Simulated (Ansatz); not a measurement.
# C₂H₆Ga+: from a rough start to a minimum

What shape does C₂H₆Ga+ take? The plan is to relax it, then compute its harmonic vibrations to see whether it is a minimum and to get the zero-point energy and entropy, and look at its orbitals and charge.

Program: Ansatz 0.2.0, Gaussian basis. Level of theory: RKS PBE0-D4/def2-TZVP. These are calculated values, not measurements.

Levels to be run: relaxation at PBE0-D4/def2-TZVP; harmonic vibrations at the same level; a single point in def2-TZVPP for the fields.

### 1 Where the work starts

SMILES `[CH3][Ga+][CH3]`, 9 atoms, charge 1, spin multiplicity 1.

Atoms are counted from 1 here; the program's logs count them from 0.

Bond lengths: C1–Ga2 2.059 Å, C1–H4 1.095 Å, C1–H5 1.095 Å, C1–H6 1.095 Å, Ga2–C3 2.058 Å, C3–H7 1.095 Å, C3–H8 1.095 Å, C3–H9 1.095 Å. Angles: Ga2–C1–H4 109.0°, Ga2–C1–H5 108.4°, Ga2–C1–H6 108.7°, H4–C1–H5 110.2°, H4–C1–H6 110.3°, H5–C1–H6 110.2°, C1–Ga2–C3 179.9°, Ga2–C3–H7 108.6°, Ga2–C3–H8 108.6°, Ga2–C3–H9 108.9°, H7–C3–H8 110.2°, H7–C3–H9 110.3°, H8–C3–H9 110.2°.

Geometry (Å):

```xyz
9

C    -1.0039    1.3954   -1.1322
Ga    0.0008   -0.0010   -0.0013
C     1.0023   -1.3956    1.1333
H    -1.8889    0.9256   -1.5750
H    -0.3307    1.7518   -1.9191
H    -1.3003    2.2263   -0.4830
H     0.4829   -2.3560    1.0458
H     2.0265   -1.4834    0.7548
H     1.0114   -1.0631    2.1767
```

The start is a GFN2-xTB geometry.

### 2 Relaxation at PBE0-D4/def2-TZVP

Input file in.yaml:

```yaml
crystal:
  periodic: [false, false, false]
  atoms:
    - {symbol: C, position_ang: [-1.003950, 1.395390, -1.132190]}
    - {symbol: Ga, position_ang: [0.000770, -0.001040, -0.001270]}
    - {symbol: C, position_ang: [1.002250, -1.395610, 1.133260]}
    - {symbol: H, position_ang: [-1.888860, 0.925620, -1.574980]}
    - {symbol: H, position_ang: [-0.330660, 1.751840, -1.919120]}
    - {symbol: H, position_ang: [-1.300300, 2.226290, -0.482990]}
    - {symbol: H, position_ang: [0.482900, -2.356020, 1.045820]}
    - {symbol: H, position_ang: [2.026470, -1.483360, 0.754810]}
    - {symbol: H, position_ang: [1.011380, -1.063110, 2.176670]}
basis:
  gaussian: {orbitals: def2-TZVP}
total_charge: 1
hamiltonian: {xc: pbe0, dispersion: d4}
relax: {f_tol: 0.005, max_steps: 150}
```

Run with:

```sh
> ansatz run in.yaml --threads 2 --pin off --events-out ev --progress --plain --max-ram 32768MiB --backend cpu
```

Further steps of the session: Vibrations by finite differences; A single point for the fields.

**Question.** What will the summary of the whole plan be? Wanted: point group; shift from the start; total energy; dispersion term; lowest, highest wavenumber; HOMO, LUMO.

**Answer**, as computed:

```
                  quantity             value
               point group               D3h
                     steps                 6
shift from the start (rms)           0.135 Å
              total energy    -54534.3266 eV
           dispersion term           -87 meV
lowest, highest wavenumber    -19, 3155 cm⁻¹
                HOMO, LUMO  -14.27, -6.59 eV
```

**Reading.** The relaxed geometry lies 0.14 Å (rms) from the start; the bond that changed most is C1–Ga2, from 2.059 to 1.906 Å. One or more small negative wavenumbers (down to -19 cm⁻¹) point to a very flat motion, so a minimum isn't proven. The stiffest mode, 3155 cm⁻¹, is a C–H stretch. Harmonic hybrid wavenumbers usually lie a few per cent above measured fundamentals. The largest Mulliken charge, +0.67 e, sits on Ga2. The HOMO lies mostly on C1, C3 about 26 % each; Ga2 19 % and the LUMO on Ga2 68 %; 4 H atoms about 6 % each.
